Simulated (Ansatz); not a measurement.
# MgI2: the cost of one run

Program: Ansatz 0.2.0. Level of theory: DFT r2SCAN, scalar-relativistic, plane waves, PAW. These are calculated values, not measurements.

### 1 The system as given

Symmetry: P-3m1, No. 164, trigonal system. The conventional cell has a = 4.129 Å, b = 4.129 Å, c = 44.207 Å, α = 90.00°, β = 90.00°, γ = 120.00°. Around Mg (site symmetry 3m) lie 6 I at 2.92 Å. Around I (site symmetry 3m) lie 3 Mg at 2.92 Å.

As a file:

```xyz
6
Lattice="4.1291 0.0000 0.0000 -2.0646 3.5759 0.0000 0.0000 0.0000 44.2065" Properties=species:S:1:pos:R:3 pbc="T T F"
Mg    0.0000    0.0000    8.5633
Mg    0.0000    2.3839   15.4367
I     0.0000    2.3839   10.2409
I     2.0646    1.1920    6.8819
I     2.0646    1.1920   17.1181
I     0.0000    0.0000   13.7592
```

The cell was relaxed beforehand at this level, from a generated guess; it needn't be the stable form of this composition. At a tolerance of 0.02 Å it has layer group p-3m1 (No. 72); it has 2.46 Å²/atom, an uncorrected energy of -1.04 eV/atom over the elements and, on its mesh, gap 3.45 eV.

Only a and b are periodic; c spans vacuum, so the box's volume, pressure and space group aren't properties of the sheet.

### 2 The same geometry with r2SCAN

input.yaml reads:

```yaml
crystal:
  lattice:
    - [4.1291190293, -2.887e-07, 0.0]
    - [-2.0645592647, 3.575922119, 0.0]
    - [0.0, 0.0, 44.206508]
  atoms:
    - { symbol: Mg, position: [0.0, 0.0, 0.1937108333] }
    - { symbol: Mg, position: [0.3333333333, 0.6666666667, 0.3491958333] }
    - { symbol: I, position: [0.3333333333, 0.6666666667, 0.2316593333] }
    - { symbol: I, position: [0.6666666667, 0.3333333333, 0.1556768333] }
    - { symbol: I, position: [0.6666666667, 0.3333333333, 0.3872298333] }
    - { symbol: I, position: [0.0, 0.0, 0.3112473333] }
  periodic: [true, true, false]
basis:
  ecutwfc: 500
kpoints:
  mp_grid: { grid: [6, 6, 1] }
  band_path:
    path:
      - [0.0, 0.0, 0.0]
      - [0.5, 0.0, 0.0]
      - [0.33333333, 0.33333333, 0.0]
      - [0.0, 0.0, 0.0]
    npoints: 14
hamiltonian:
  xc: r2scan
scf:
  occupations: { method: gaussian, width: 0.02 }
  n_extra_bands: 15
output:
  forces: true
  stress: true
  eigenvalues: true
  populations: true
  dos: { projected: true, de: 0.02, nscf_kmesh: { grid: [9, 9, 1] } }
  bader: true
```

Started as:

```console
> ansatz run input.yaml --threads 4 --pin off --max-ram 8192MiB --backend cpu --events-out ev --progress --plain --runs-dir out
```

What time and memory should one allow on 4 threads of Arm Neoverse N1, shared host?

About 97 s, with a peak of 2.7 GiB.
